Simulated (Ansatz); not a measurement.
# Zr3TiC4: the cost of one run

Program: Ansatz 0.2.0. Level of theory: DFT PBE, scalar-relativistic, plane waves, PAW, unless a step names another level. These are calculated values, not measurements.

1 further run of the same task is left out (set aside as unsound or not needed). Runs told in other sessions of the task aren't counted.

## Step 1: The starting structure

It takes space group Pmmm (No. 47, orthorhombic). Conventional cell: a = 3.271 Å, b = 4.633 Å, c = 6.538 Å, α = 90.00°, β = 90.00°, γ = 90.00°. Around Zr (site symmetry mm2) lie 6 C at 2.29 to 2.33 Å. Around Zr (site symmetry mmm) lie 6 C at 2.32 to 2.36 Å. Ti (site symmetry mmm) has 6 C at 2.26 to 2.32 Å in its first shell of neighbours. C (site symmetry mm2) is surrounded by 2 Ti at 2.26 Å and 4 Zr at 2.32 to 2.36 Å. C (site symmetry mmm) is surrounded by 6 Zr at 2.32 to 2.33 Å. C (site symmetry mmm) has 4 Zr at 2.29 Å and 2 Ti at 2.32 Å in its first shell of neighbours.

As a file:

```
Zr Ti C
1.0
     3.27142    0.00000    0.00000
     0.00000    4.63349    0.00000
     0.00000    0.00000    6.53797
Zr Ti C
3 1 4
Direct
  0.00000 0.00000 0.74584
  0.00000 0.00000 0.25415
  0.50000 0.50000 0.00000
  0.50000 0.50000 0.50000
  0.00000 0.50000 0.26109
  0.00000 0.50000 0.73891
  0.50000 0.00000 0.00000
  0.50000 0.00000 0.50000
```

The cell was relaxed beforehand at this level, from a generated guess; it is a trial structure. At a tolerance of 0.05 Å it has space group Pmmm (No. 47); it has 12.39 Å³/atom, an uncorrected energy of -0.80 eV/atom over the elements and, on its mesh, gap none (metal).

## Step 2: Strained cells: the elastic tensor

input.yaml reads:

```yaml
crystal:
  lattice:
    - [3.2716667459, 0.0, 0.0]
    - [0.0, 4.6337671834, 0.0]
    - [0.0, 0.0, 6.5381939812]
  atoms:
    - { symbol: Zr, position: [0.0, 0.0, 0.7458354009] }
    - { symbol: Zr, position: [0.0, 0.0, 0.2541645991] }
    - { symbol: Zr, position: [0.5, 0.5, 0.0] }
    - { symbol: Ti, position: [0.5, 0.5, 0.5] }
    - { symbol: C, position: [0.0, 0.5, 0.2611345766] }
    - { symbol: C, position: [0.0, 0.5, 0.7388654234] }
    - { symbol: C, position: [0.5, 0.0, 0.0] }
    - { symbol: C, position: [0.5, 0.0, 0.5] }
basis:
  ecutwfc: 420
kpoints:
  mp_grid: { grid: [12, 8, 6] }
hamiltonian:
  xc: pbe
scf:
  occupations: { method: fermi_dirac, width: 0.15 }
output:
  forces: true
  stress: true
  eigenvalues: true
elastic:
  mode: relaxed_ion
  amplitude: 0.005
  stencil: two_point
```

Run with:

```sh
> ansatz run input.yaml --threads 4 --pin off --max-ram 8192MiB --backend cpu --events-out ev --progress --plain --runs-dir out
```

What time and memory should one allow on 4 threads of Intel Xeon Platinum 8259CL at 2.50GHz (Skylake/Cascade Lake), shared host?

About 9.3 min, with a peak of 1.2 GiB.
